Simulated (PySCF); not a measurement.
# C3H8BFSi: the cost of one run

Programs: PySCF 2.14.0, with density-fitted response routines of our own. Each step states its level of theory. These are calculated values for one molecule in the gas phase, unless marked as measured. Atoms are numbered from 0 throughout.

### Step 1. The molecule as given

14 atoms, charge 0, multiplicity 1; geometry from: GFN2-xTB.

Bonds of the start (Å): F0–B1 1.32, B1–Si2 1.98, Si2–C3 1.89, C3–C4 1.50, C4–C5 1.49, C5–C3 1.50, B1–H6 1.18, Si2–H7 1.47, Si2–H8 1.47, C3–H9 1.08, C4–H10 1.08, C4–H11 1.08, C5–H12 1.08, C5–H13 1.08.

### Step 2. Excited states and response: PBE0/def2-SVPD

What the job is given:

```
{"job": {"kind": "uv", "xc": "PBE0", "basis": "def2-SVPD", "nstates": 8, "ntriplets": 3}, "charge": 0, "multiplicity": 1}
F      1.673698    -0.570545     2.112426
B      1.967465    -0.484155     0.831477
Si     1.149038     0.946812    -0.264799
C     -0.671081     0.540245    -0.598516
C     -1.130114    -0.891004    -0.672856
C     -1.530790    -0.045171     0.488863
H      2.711083    -1.323220     0.461459
H      1.163962     2.274776     0.375122
H      1.780560     1.134454    -1.582974
H     -1.184908     1.217904    -1.270143
H     -0.403280    -1.674424    -0.508850
H     -1.882024    -1.152545    -1.402964
H     -1.084637    -0.251096     1.450924
H     -2.559650     0.277496     0.558664
```

Level: TDDFT PBE0/def2-SVPD, vertical, gas phase, core orbitals frozen in the response.

On the command line:

```bash
OMP_NUM_THREADS=1 python probes_run.py task.json out
```

One launch serves the whole session: the jobs run in the order shown.

**Question.** How long does this first job take on 1 thread of Intel Xeon at 2.70GHz, shared host, and how much memory does it need?

About 62 s, with a peak of 0.69 GiB.
